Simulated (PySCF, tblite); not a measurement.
# C6H14OSi2: geometry, infrared bands and NMR shifts

Wanted: the infrared bands and NMR shifts of C6H14OSi2 (`C=CC[C@@H]1C[C@H]1[SiH2]O[SiH3]`), by calculation.

The runs use tblite 0.8.0 and PySCF 2.14.0, with density-fitted response routines of our own; the level of theory stands in each step. All values are computed, except where a source is named. Atoms count from 0, in the outputs and in this text.

## (1) The molecule as given

23 atoms, charge 0, multiplicity 1; geometry from: force field or distance geometry start.

Bonds of the start (Å): C0–C1 1.33, C1–C2 1.52, C2–C3 1.50, C3–C4 1.50, C4–C5 1.50, C5–Si6 1.88, Si6–O7 1.66, O7–Si8 1.65, C5–C3 1.52, C0–H9 1.09, C0–H10 1.08, C1–H11 1.08, C2–H12 1.10, C2–H13 1.10, C3–H14 1.09, C4–H15 1.08, C4–H16 1.09, C5–H17 1.09, Si6–H18 1.48, Si6–H19 1.49, Si8–H20 1.49, Si8–H21 1.48, Si8–H22 1.49.

## (2) Relaxing the molecule with GFN2-xTB

Job settings and geometry (Å):

```
{"job": {"kind": "relax", "xc": "GFN2-xTB", "basis": "xTB"}, "charge": 0, "multiplicity": 1}
C     -3.777800     1.522800     0.537400
C     -3.080800     0.622200    -0.152600
C     -2.140000    -0.385900     0.491500
C     -0.719400    -0.212600     0.051800
C     -0.229000    -0.837600    -1.220500
C      0.215000    -1.405900     0.092000
Si     1.993800    -1.141500     0.651800
O      2.605200     0.328500     0.199100
Si     4.002500     1.186200     0.346600
H     -4.444500     2.219300     0.024700
H     -3.734800     1.597600     1.618200
H     -3.167800     0.578200    -1.224900
H     -2.195400    -0.303700     1.591600
H     -2.507800    -1.387600     0.234100
H     -0.342200     0.773400     0.319400
H     -0.926900    -1.418900    -1.808700
H      0.459800    -0.245500    -1.826700
H     -0.180100    -2.375100     0.384200
H      2.846000    -2.211800     0.093900
H      2.060800    -1.245900     2.138800
H      4.282200     1.434200     1.785000
H      5.119200     0.436900    -0.260600
H      3.857300     2.499600    -0.335700
```

On the command line:

```bash
OMP_NUM_THREADS=1 python probes_run.py task.json out
```

This one command runs all jobs of the session in turn.

**Question.** This job is followed by: GFN2-xTB harmonic vibrations, gas phase; GIAO PBE0/pcSseg-1 NMR shielding, non-relativistic, gas phase. What will the session give for the following? strongest single infrared mode (GFN2-xTB); zero-point energy (GFN2-xTB); 13C shifts against TMS (PBE0/pcSseg-1); 1H shifts against TMS (PBE0/pcSseg-1, means over atoms taken as alike); 29Si shifts against TMS (PBE0/pcSseg-1); 17O shifts against H2O (PBE0/pcSseg-1); surface potential, 1st and 99th percentile.

The runs gave:

```
                                                              quantity                                                                        value
                             strongest single infrared mode (GFN2-xTB)                                                        1111 cm⁻¹, 544 km/mol
                                          zero-point energy (GFN2-xTB)                                                               110.0 kcal/mol
                                13C shifts against TMS (PBE0/pcSseg-1)                                      147.6, 120.9, 46.3, 17.7, 10.5, 7.3 ppm
1H shifts against TMS (PBE0/pcSseg-1, means over atoms taken as alike)  6.34, 5.47, 5.31, 5.21, 5.21, 5.08, 2.76, 1.38, 0.81, 0.68, 0.52, -0.66 ppm
                               29Si shifts against TMS (PBE0/pcSseg-1)                                                             -27.3, -42.8 ppm
                                17O shifts against H2O (PBE0/pcSseg-1)                                                                      0.0 ppm
                                 surface potential, 1st and 99th percentile                                                           -0.66 V and 1.19 V
```

The optimisation took 128 steps and gained 0.245 eV; among the close pairs (by a distance rule), Si6–O7 changed most, from 1.655 to 1.620 Å. The lowest mode is imaginary (43i cm⁻¹), so the xTB geometry is not a minimum. The strongest single mode, at 1111 cm⁻¹, moves mainly O7. GFN2-xTB is a fitted tight-binding method: band positions and strengths are rough. Its intensities can rank the bands wrongly. C1 (alkene CH) lies farthest downfield among carbon, at 147.6 ppm; the olefinic region. The most deshielded hydrogen is H11 (hydrogen on an alkene CH), at 6.34 ppm: olefinic region. At PBE0/pcSseg-1: The widest tensor belongs to C1: span 239 ppm, with a paramagnetic part of -217 ppm.
